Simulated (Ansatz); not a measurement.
# H8InNO3Si: small, medium and large basis sets

The task here is to estimate one member of a computed series from the others.

The runs use Ansatz 0.2.0, Gaussian basis; one geometry, several basis sets.

Levels to be run: PBE0-D4/def2-SVP; ωB97M-V/def2-SVP; PBE0-D4/def2-QZVPP; ωB97M-V/def2-QZVPP; the functionals' def2-TZVPP values are taken from earlier runs.

### The geometry

The geometry comes from an earlier relaxation with PBE0-D4 in a triple-zeta def2 set; it is a stationary point, not always the lowest conformer. In takes the def2 core potential; no spin-orbit term is included.

SMILES `[OH][In-]([OH])([OH])[NH2+][SiH3]`, 14 atoms, charge 0, spin multiplicity 1.

Atoms are counted from 1 here; the program's logs count them from 0.

Bond lengths: O1–In2 1.998 Å, O1–H7 0.960 Å, In2–O3 2.006 Å, In2–O4 1.998 Å, In2–N5 2.313 Å, O3–H8 0.960 Å, O4–H9 0.959 Å, N5–Si6 1.786 Å, N5–H10 1.016 Å, N5–H11 1.016 Å, Si6–H12 1.476 Å, Si6–H13 1.489 Å, Si6–H14 1.475 Å. Angles: In2–O1–H7 112.2°, O1–In2–O3 118.7°, O1–In2–O4 119.7°, O1–In2–N5 98.0°, O3–In2–O4 118.7°, O3–In2–N5 92.9°, O4–In2–N5 96.2°, In2–O3–H8 112.7°, In2–O4–H9 112.6°, In2–N5–Si6 112.9°, In2–N5–H10 103.9°, In2–N5–H11 104.8°, Si6–N5–H10 113.5°, Si6–N5–H11 113.5°, H10–N5–H11 107.5°, N5–Si6–H12 107.5°, N5–Si6–H13 108.5°, N5–Si6–H14 107.5° and more.

Set-up of the first run:

Input file in.yaml:

```yaml
crystal:
  periodic: [false, false, false]
  atoms:
    - {symbol: O, position_ang: [-2.102609, -1.676428, 0.524725]}
    - {symbol: In, position_ang: [-0.505109, -0.619093, 1.091129]}
    - {symbol: O, position_ang: [1.321944, -1.362340, 0.727011]}
    - {symbol: O, position_ang: [-0.702377, 0.801483, 2.482750]}
    - {symbol: N, position_ang: [-0.411740, 0.817848, -0.719038]}
    - {symbol: Si, position_ang: [1.121222, 0.693789, -1.626473]}
    - {symbol: H, position_ang: [-1.882677, -2.589699, 0.328980]}
    - {symbol: H, position_ang: [1.946925, -1.170028, 1.429204]}
    - {symbol: H, position_ang: [-1.507089, 0.705116, 2.996194]}
    - {symbol: H, position_ang: [-0.567750, 1.734902, -0.310012]}
    - {symbol: H, position_ang: [-1.230561, 0.588760, -1.274996]}
    - {symbol: H, position_ang: [2.209386, 1.100600, -0.716598]}
    - {symbol: H, position_ang: [1.066430, 1.635459, -2.778156]}
    - {symbol: H, position_ang: [1.231007, -0.689669, -2.126019]}
basis:
  gaussian: {orbitals: def2-SVP}
hamiltonian: {xc: pbe0, dispersion: d4}
output: {orbitals: {seedname: orbitals}}
```

Run with:

```sh
> ansatz run in.yaml --threads 4 --pin off --events-out ev --progress --plain --max-ram 11315MiB
```

Steps of the session up to this table: PBE0-D4 in def2-SVP; ωB97M-V in def2-SVP; PBE0-D4 in def2-QZVPP; ωB97M-V in def2-QZVPP.

One of the session's tables, all rows but one given; the rest of the session is left out.

It belongs to the step «Density functionals: the series». 

| functional | basis | HOMO (eV) |
| --- | --- | --- |
| PBE0-D4 | def2-SVP | -7.52 |
| PBE0-D4 | def2-TZVPP | -7.88 |
| PBE0-D4 | def2-QZVPP | -7.95 |
| ωB97M-V | def2-SVP | -9.97 |
| ωB97M-V | def2-TZVPP | ? |
| ωB97M-V | def2-QZVPP | -10.43 |

Estimate the missing values for ωB97M-V, def2-TZVPP.

**Answer.** HOMO (eV): -10.35. In the column «HOMO (eV)» it lies between ωB97M-V, def2-QZVPP (-10.43) and ωB97M-V, def2-SVP (-9.97).
